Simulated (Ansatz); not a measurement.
Consider the interaction energy of a dimer with the counterpoise correction of BClH3N, SMILES NBCl (the Python package of Ansatz (0.2.0)).

`run_dimer.py`:
```python
"""Interaction energy of two BClH3N molecules, with the counterpoise correction."""

import ansatz

FIRST = [
    ("N", (-0.7131, -0.0452, -0.5271)),
    ("B", (0.3254, -0.1282, 0.513)),
    ("Cl", (0.4696, 1.1667, 1.8049)),
    ("H", (-0.5877, -0.8026, -1.1909)),
    ("H", (-0.5491, 0.8519, -1.1119)),
    ("H", (1.0551, -1.0424, 0.5121)),
]
SECOND = [
    ("N", (2.5406, 1.901, -4.288)),
    ("B", (1.2147, 1.8383, -3.6513)),
    ("Cl", (0.9817, 2.3611, -1.9081)),
    ("H", (2.4872, 1.5019, -5.2195)),
    ("H", (3.2147, 1.2423, -3.7538)),
    ("H", (0.3033, 1.4592, -4.2788)),
]

def energy(atoms, ghosts=()):
    molecule = ansatz.Crystal.molecule()
    for symbol, xyz in atoms:
        molecule = molecule.atom(symbol, xyz)
    calc = (
        molecule.calculation()
        .basis(gaussian="cc-pVDZ")
        .functional("pbe0", dispersion="d3bj")
    )
    deck = calc.input()
    if ghosts:
        deck = deck.set(ansatz.key.basis.gaussian.ghost_atoms, [{"symbol": s, "position_ang": list(xyz)} for s, xyz in ghosts])
    return ansatz.Session.from_dict(deck).plan().execute().report["free_energy_ev"]


def main() -> None:
    # ghost atoms carry the functions of the partner
    both = energy(FIRST + SECOND)
    alone = energy(FIRST) + energy(SECOND)
    ghosted = energy(FIRST, SECOND) + energy(SECOND, FIRST)
    print(f"dimer {both:.6f} eV")
    print(f"interaction, uncorrected   {23.060548 * (both - alone):8.3f} kcal/mol")
    print(f"interaction, counterpoise  {23.060548 * (both - ghosted):8.3f} kcal/mol")
    print(f"basis-set superposition    {23.060548 * (alone - ghosted):8.3f} kcal/mol")


if __name__ == "__main__":
    main()
```

How large is the interaction at this pose, and how much of it is basis-set superposition?

Uncorrected it is -1.651 kcal/mol, with the counterpoise correction -0.801 kcal/mol; the difference, 0.85 kcal/mol, is the superposition error.

The output:

`python run_dimer.py` gives:
```text
dimer -29465.995457 eV
interaction, uncorrected     -1.651 kcal/mol
interaction, counterpoise    -0.801 kcal/mol
basis-set superposition       0.850 kcal/mol
```

Notes:
- Total energies depend on the basis set; only differences at equal settings carry meaning.
- The dimer is a generated trial pose of unrelaxed monomers, not a minimum, so the figure is no binding energy, and the basis set is small.
- Hardware and time: 15 s on 1 thread of Arm Neoverse V1 (shared host), peak memory 0.32 GiB.

(Lines on the test bed's own set-up are left out of the output.)
